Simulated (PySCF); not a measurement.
# CH8AsB: the cost of one run

Computed with PySCF 2.14.0 and routines of our own; the level stands in each step. Atoms count from 0.

## Step 1: The system as given

11 atoms, charge 0, multiplicity 1; geometry from: GFN2-xTB.

## Step 2: Relaxing the molecule at PBE0-D3(BJ)/def2-SVP

Job settings and geometry (Å):

```
{"job": {"xc": "PBE0", "basis": "def2-SVP", "d3": "d3bj", "grid": 1, "maxiter": 30, "shake": 0.01, "kind": "geom"}, "charge": 0, "multiplicity": 1}
C     -1.432000     0.320900    -0.282470
B     -0.515640    -0.514930     0.705180
As     1.461670    -0.106270    -0.075840
H     -2.463200     0.271500     0.004230
H     -1.206050     1.404300    -0.292960
H     -1.394030     0.006760    -1.324280
H     -0.398380    -0.107530     1.821540
H     -0.569250    -1.687790     0.617190
H      1.809020    -0.311900    -1.484240
H      2.807160    -0.606610     0.402260
H      1.938820     1.305740    -0.106270
```

The run is started by

```
$ OMP_NUM_THREADS=1 python heavy_run.py task.json out
```

The driver reads the jobs from task.json and runs them one after another.

**Question.** How long does this first job take on 1 thread of Arm Neoverse V2, shared host, and how much memory does it need?

About 22 s, with a peak of 0.41 GiB.
